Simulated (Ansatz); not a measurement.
# SiMo3: the cost of one run

Method: DFT, PBE, plane-wave PAW, default files, scalar-relativistic, frozen cores, as far as a step names no other, in Ansatz 0.2.0.

### 1 The structure to begin with

It takes space group Pm-3n (No. 223, cubic). Conventional cell: a = 4.893 Å, b = 4.893 Å, c = 4.893 Å, α = 90.00°, β = 90.00°, γ = 90.00°. Si (site symmetry m-3) is surrounded by 12 Mo at 2.74 Å. Mo (site symmetry -4m2) is surrounded by 2 Mo at 2.45 Å and 4 Si at 2.74 Å.

As a file:

```
CELL_PARAMETERS angstrom
4.89300 0.00000 0.00000
0.00000 4.89300 0.00000
0.00000 0.00000 4.89300
ATOMIC_POSITIONS crystal
Si 0.00000 0.00000 0.00000
Si 0.50000 0.50000 0.50000
Mo 0.25000 0.00000 0.50000
Mo 0.50000 0.75000 0.00000
Mo 0.75000 0.00000 0.50000
Mo 0.50000 0.25000 0.00000
Mo 0.00000 0.50000 0.75000
Mo 0.00000 0.50000 0.25000
```

The earlier run gave: no gap over 0.1 eV on the mesh, largest force 0.000 eV/Å, pressure 1.8 GPa.

The printed gradients, by site:

| site | atoms | first shell | V_zz (10²¹ V/m²) | η | C_Q (MHz) |
| --- | --- | --- | --- | --- | --- |
| Si | 1, 2 | 12 Mo at 2.74 Å | 0.00 | – | – |
| Mo | 3, 4, 5, 6, … | 10 Mo at 2.45–3.00 Å, 4 Si at 2.74 Å | 4.28 | 0.00 | -2.28 (⁹⁵Mo) |

C_Q = eQV_zz/h, which is 24.18 MHz for Q = 1 b and V_zz = 10²¹ V/m²; η = (V_xx − V_yy)/V_zz. Nuclear quadrupole moments: year-2017 set (Pyykkö). A dash under C_Q marks elements without a common quadrupolar isotope.

### 2 Ions relaxed at fixed cell

input.yaml reads:

```yaml
crystal:
  lattice:
    - [4.893, 0.0, 0.0]
    - [0.0, 4.893, 0.0]
    - [0.0, 0.0, 4.893]
  atoms:
    - { symbol: Si, position: [0.0, 0.0, 0.0] }
    - { symbol: Si, position: [0.5, 0.5, 0.5] }
    - { symbol: Mo, position: [0.25, 0.0, 0.5] }
    - { symbol: Mo, position: [0.5, 0.75, 0.0] }
    - { symbol: Mo, position: [0.75, 0.0, 0.5] }
    - { symbol: Mo, position: [0.5, 0.25, 0.0] }
    - { symbol: Mo, position: [0.0, 0.5, 0.75] }
    - { symbol: Mo, position: [0.0, 0.5, 0.25] }
kpoints:
  mp_grid: { grid: [10, 10, 10] }
scf:
  occupations: { method: fermi_dirac, width: 0.05 }
hamiltonian:
  xc: pbe
  pseudopotentials: { kind: paw, frozen_core: stored }
output:
  forces: true
  stress: true
  populations: true
  efg: { quadrupole_moments_barn: { Mo: -0.022 } }
  write_density: true
  write_potential: true
  elf: true
  volumetric_format: npy
relax:
  f_tol: 0.02
  max_steps: 60
```

Command:

```sh
$ ansatz run input.yaml --threads 1 --pin off --max-ram 3072MiB --backend cpu --events-out ev --progress --plain --runs-dir out
```

**Question.** How long does this run take on 1 thread of Intel Xeon at 2.50GHz (Skylake/Cascade Lake), shared host, and how much memory does it need?

About 62 s, with a peak of 0.61 GiB.
